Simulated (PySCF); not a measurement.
**A diatomic session: YbH**

One job finds the state of YbH, follows it along the bond with each method and fits the curves.

Program: PySCF 2.14.0. Level of theory: Yb x2c-SVPall, H x2c-SVPall, spin-free X2C with a Gaussian nucleus. These are calculated values, not measurements.

### 1 The job

The job is set up so:

```yaml
atoms: Yb, H
charge: 0
basis: Yb x2c-SVPall, H x2c-SVPall
Hamiltonian: spin-free X2C with a Gaussian nucleus
basis_functions: 90
electrons_treated: 71
masses_in_u: 173.9389, 1.0078
levels: PBE0, PBE, r²SCAN, M06-L, PW91, LC-ωPBE, HF, MP2, SCS-MP2
grid: 80 radial by 434 angular points
occupations: held fixed by the projection of orbital angular momentum
dissociation_limit: Yb + H, each in its ground configuration
starting_distance_in_angstrom: 1.815
values_of_2S_to_try: 1, 3
```

The run is started by

```
$ OMP_NUM_THREADS=2 python dia.py task.json out
```

Further steps of the session: First curve: PBE0; Other states along the same grid; PBE (GGA); r²SCAN; M06-L (meta-GGA); PW91; LC-ωPBE; UHF.

**Question.** What will these runs give? Wanted: for each run, Re; ωe; De; μ.

The runs gave:

Lowest PBE0 solution found, without spin–orbit coupling: ²Σ⁺ (doublet), unpaired electrons σ ↑, about 13.9 electrons in the 4f shell (Mulliken). State 2 has its PBE0 minimum 1.84 eV higher. The other levels ran on the lowest alone.

| level | Re (Å) | ωe (cm⁻¹) | De (eV) | μ (D) |
| --- | --- | --- | --- | --- |
| UHF | 2.125 | 1239 | 1.05 | -3.89 |
| UHF-MP2 | 2.019 | 1336 | 1.07 | n/a |
| UHF-SCS-MP2 | 2.037 | 1321 | 1.11 | n/a |
| PBE | 2.028 | 1226 | 1.55 | -2.71 |
| PW91 | 2.024 | 1235 | 1.58 | -2.75 |
| r²SCAN | 2.011 | 1271 | 1.80 | -2.89 |
| PBE0 | 2.054 | 1225 | 1.45 | -3.21 |
| LC-ωPBE | 2.041 | 1286 | 1.64 | -3.25 |

De is counted to Yb + H in their ground configurations. A positive dipole means Yb(−)H(+). No constants: M06-L (the points don't follow one smooth fit).

The methods spread over 0.114 Å in bond length, from r²SCAN to UHF. Among the levels with a De in the table, it runs from 1.05 eV (UHF) to 1.80 eV (r²SCAN).

Correlated steps freeze 18 core orbitals. Spin–orbit coupling is left out. The state is the lowest single determinant that the PBE0 search found; with open d or f shells the true ground state can be another one. At some levels the lowest empty orbital lies below the highest filled one (the two can be of opposite spin). With spin–orbit coupling the term label itself may not hold.
